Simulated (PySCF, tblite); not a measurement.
# C6H10O2+ (doublet): geometry, infrared bands and EPR parameters

Wanted: the infrared bands and EPR parameters of C6H10O2+ (doublet) (`[CH2+][C](C)C(=O)OCC`), by calculation.

The runs use tblite 0.8.0 and PySCF 2.14.0, with density-fitted response routines of our own; the level of theory stands in each step. All values are computed, except where a source is named. Atoms are numbered from 0 throughout.

## (1) The molecule as given

18 atoms, charge 1, multiplicity 2; geometry from: force field or distance geometry start.

Bonds of the start (Å): C0–C1 1.44, C1–C2 1.49, C1–C3 1.48, C3–O4 1.23, C3–O5 1.35, O5–C6 1.43, C6–C7 1.52, C0–H8 1.09, C0–H9 1.07, C2–H10 1.09, C2–H11 1.10, C2–H12 1.11, C6–H13 1.10, C6–H14 1.10, C7–H15 1.09, C7–H16 1.09, C7–H17 1.09.

## (2) Geometry optimisation with GFN2-xTB

What the job is given:

```
{"job": {"kind": "relax", "xc": "GFN2-xTB", "basis": "xTB"}, "charge": 1, "multiplicity": 2}
C     -1.574800     1.612200    -0.326200
C     -1.604600     0.191800    -0.118900
C     -2.915000    -0.470900     0.121800
C     -0.388600    -0.660000    -0.132900
O     -0.413100    -1.882700     0.020300
O      0.721000     0.084200    -0.310500
C      1.944900    -0.664200    -0.337600
C      3.098900     0.304700    -0.540700
H     -2.503400     2.175700    -0.312300
H     -0.654500     2.136000    -0.497800
H     -2.833300    -1.518700     0.410300
H     -3.531800    -0.432200    -0.792700
H     -3.479700     0.045000     0.926000
H      1.919100    -1.392100    -1.158600
H      2.071500    -1.185300     0.620200
H      2.963100     0.851100    -1.471200
H      3.123900     1.047000     0.261400
H      4.047700    -0.235200    -0.572200
```

Started as:

```bash
OMP_NUM_THREADS=1 python probes_run.py task.json out
```

One launch serves the whole session: the jobs run in the order shown.

**Question.** This job is followed by: GFN2-xTB harmonic vibrations, gas phase; UKS B3LYP, pcH-1 on C H O, non-relativistic, mean-field spin-orbit, GIAO. What will the session give for the following? strongest single infrared mode (GFN2-xTB); zero-point energy (GFN2-xTB); g(iso) (B3LYP); ⟨S²⟩; largest a(iso) (averaged by class).

As calculated:

```
                                 quantity                          value
strongest single infrared mode (GFN2-xTB)          1306 cm⁻¹, 735 km/mol
             zero-point energy (GFN2-xTB)                  89.5 kcal/mol
                           g(iso) (B3LYP)                        2.00431
                                     ⟨S²⟩             0.756 (exact 0.75)
       largest a(iso) (averaged by class)  1H on H10, H11, H12, 67.7 MHz
```

What this shows: Over 98 steps the energy fell by 0.404 eV; of the close pairs, C0–C1 changed most, 1.436 to 1.337 Å. No mode is imaginary among the 48: a minimum at this level. The strongest single mode, at 1306 cm⁻¹, is spread over several atoms, H10, H11, H12 among them. GFN2-xTB is a fitted tight-binding method: band positions and strengths are rough. Its intensities can rank the bands wrongly. The largest spin populations lie on C0 (0.37 e), C1 (0.27 e). The isotropic g lies 2.0 ppt above the free-electron value. The conformer search found further structures of the same energy, which may be mirror or relabelled copies of this one.
